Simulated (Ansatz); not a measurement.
# Alloy of InP and GaP (20 of 32 In sites exchanged), 64 atoms

Wanted: the relaxed alloy cell and its gap (PBEsol and HSE06).

All numbers are computed with Ansatz 0.2.0 (PAW, plane waves).

### 1 Starting point

64 atoms (12 In, 20 Ga, 32 P); a = 11.211 Å, b = 11.211 Å, c = 11.211 Å, α = 90.00°, β = 90.00°, γ = 90.00°. All atoms were shaken off their sites by about 0.02 Å along each axis; atoms next to an added one may be pushed further to make room.

Steps to follow: (2) PBEsol cell relaxation at the single k point (¼, ¼, ¼), on 1 × NVIDIA GB200 with 8 threads of Arm Neoverse-V2; (3) HSE06 single point at the single k point (¼, ¼, ¼), on 1 × NVIDIA GB200 with 8 threads of Arm Neoverse-V2.

### 2 PBEsol relaxation of the cell and the positions

Contents of in.yaml:

```yaml
crystal:
  lattice:
    - [11.211013, 0.000000, 0.000000]
    - [0.000000, 11.211013, 0.000000]
    - [0.000000, 0.000000, 11.211013]
  atoms:
    - { symbol: In, position: [0.000144, 0.999285, 0.000241] }
    - { symbol: In, position: [0.000441, 0.500608, 0.499036] }
    - { symbol: In, position: [0.499839, 0.998487, 0.999336] }
    - { symbol: In, position: [0.500830, 0.500961, 0.998006] }
    - { symbol: In, position: [0.497935, 0.499485, 0.501689] }
    - { symbol: In, position: [0.250658, 0.252038, 0.997510] }
    - { symbol: In, position: [0.246509, 0.750678, 0.002135] }
    - { symbol: In, position: [0.752070, 0.748952, 0.000882] }
    - { symbol: In, position: [0.748153, 0.750867, 0.501773] }
    - { symbol: In, position: [0.750221, 0.499558, 0.249891] }
    - { symbol: In, position: [0.502851, 0.248508, 0.751839] }
    - { symbol: In, position: [0.499217, 0.748934, 0.245427] }
    - { symbol: Ga, position: [0.999442, 0.000217, 0.497166] }
    - { symbol: Ga, position: [0.997832, 0.500964, 0.999417] }
    - { symbol: Ga, position: [0.497079, 0.996442, 0.498240] }
    - { symbol: Ga, position: [0.248394, 0.249903, 0.499688] }
    - { symbol: Ga, position: [0.252204, 0.752443, 0.499704] }
    - { symbol: Ga, position: [0.751967, 0.249796, 0.998756] }
    - { symbol: Ga, position: [0.749868, 0.247920, 0.500596] }
    - { symbol: Ga, position: [0.245615, 0.997812, 0.248672] }
    - { symbol: Ga, position: [0.253721, 0.999984, 0.750107] }
    - { symbol: Ga, position: [0.250167, 0.501578, 0.251085] }
    - { symbol: Ga, position: [0.249924, 0.499218, 0.750080] }
    - { symbol: Ga, position: [0.750692, 0.999142, 0.247914] }
    - { symbol: Ga, position: [0.748453, 0.002415, 0.749630] }
    - { symbol: Ga, position: [0.749598, 0.498947, 0.750135] }
    - { symbol: Ga, position: [0.998090, 0.248721, 0.249140] }
    - { symbol: Ga, position: [0.001756, 0.249936, 0.750364] }
    - { symbol: Ga, position: [0.997874, 0.751230, 0.248399] }
    - { symbol: Ga, position: [0.003349, 0.746718, 0.751498] }
    - { symbol: Ga, position: [0.499539, 0.251028, 0.248035] }
    - { symbol: Ga, position: [0.499672, 0.749513, 0.750831] }
    - { symbol: P, position: [0.122133, 0.127310, 0.128041] }
    - { symbol: P, position: [0.124234, 0.124066, 0.627185] }
    - { symbol: P, position: [0.124737, 0.623333, 0.124111] }
    - { symbol: P, position: [0.127463, 0.625260, 0.626281] }
    - { symbol: P, position: [0.626541, 0.125726, 0.123043] }
    - { symbol: P, position: [0.627567, 0.122848, 0.619996] }
    - { symbol: P, position: [0.625132, 0.624640, 0.123089] }
    - { symbol: P, position: [0.626716, 0.625915, 0.624631] }
    - { symbol: P, position: [0.375153, 0.370052, 0.124831] }
    - { symbol: P, position: [0.375476, 0.374910, 0.622618] }
    - { symbol: P, position: [0.375033, 0.875705, 0.123211] }
    - { symbol: P, position: [0.374212, 0.875559, 0.623351] }
    - { symbol: P, position: [0.873933, 0.374038, 0.126807] }
    - { symbol: P, position: [0.875068, 0.377878, 0.622697] }
    - { symbol: P, position: [0.875824, 0.873598, 0.125255] }
    - { symbol: P, position: [0.872859, 0.871855, 0.626129] }
    - { symbol: P, position: [0.376527, 0.125666, 0.374296] }
    - { symbol: P, position: [0.375585, 0.128934, 0.877646] }
    - { symbol: P, position: [0.372358, 0.624766, 0.376164] }
    - { symbol: P, position: [0.379823, 0.624266, 0.877495] }
    - { symbol: P, position: [0.873675, 0.125604, 0.376836] }
    - { symbol: P, position: [0.878646, 0.123289, 0.873310] }
    - { symbol: P, position: [0.874101, 0.624607, 0.376077] }
    - { symbol: P, position: [0.877784, 0.624429, 0.873198] }
    - { symbol: P, position: [0.124861, 0.374395, 0.374788] }
    - { symbol: P, position: [0.124985, 0.378442, 0.876960] }
    - { symbol: P, position: [0.126637, 0.878092, 0.377709] }
    - { symbol: P, position: [0.127003, 0.875277, 0.874382] }
    - { symbol: P, position: [0.624003, 0.377572, 0.377327] }
    - { symbol: P, position: [0.628008, 0.374527, 0.873198] }
    - { symbol: P, position: [0.625663, 0.872855, 0.376845] }
    - { symbol: P, position: [0.626710, 0.876012, 0.875209] }
  symmetry: { detect: false }
kpoints:
  mp_grid: { grid: [1, 1, 1], shift: [0.25, 0.25, 0.25] }
hamiltonian:
  xc: pbesol
scf:
  occupations: { method: fermi_dirac, width: 0.01 }
relax:
  f_tol: 0.03
  max_steps: 80
  escape_saddle: false
  adjacent_minimum: "off"
  cell: { fix: [shape] }
output:
  forces: true
  eigenvalues: true
  populations: true
```

The run is started by

```sh
$ ansatz run in.yaml --threads 8 --pin off --max-ram 118750MiB --runs-dir r --events-out ev --progress --plain --backend cuda --devices 0, --max-vram 170GiB
```

The runs that follow: HSE06 on the final geometry.

**Question.** What will these runs give? Wanted: for each run, top filled to lowest empty.

As calculated:

```
             level         time  top filled to lowest empty (eV)
PBEsol, relaxation  4.9 s (GPU)                             1.65
             HSE06   24 s (GPU)                             2.58
```

| quantity | value |
| --- | --- |
| relaxation | 5 recorded steps, 3.61 eV gained |
| largest shift | 0.22 Å (P50) |
| relaxed cell | a = 11.205 Å, b = 11.205 Å, c = 11.205 Å, α = 90.00°, β = 90.00°, γ = 90.00° |
| mean bonds | Ga–P 2.375, In–P 2.517 Å |

**What this shows.** The relaxation lowers the energy by 3.61 eV; the largest shift is 0.22 Å (P50), while the volume changes by -0.2 %. Part of this undoes the random shake of the start. The mean lengths of the listed bonds run from Ga–P 2.37 Å to In–P 2.52 Å. At the same k points, PBEsol gives a spacing 0.93 eV smaller than the 2.58 eV of HSE06. With one k point the spacing samples only the states that fold onto it, so it can exceed the gap over the zone.
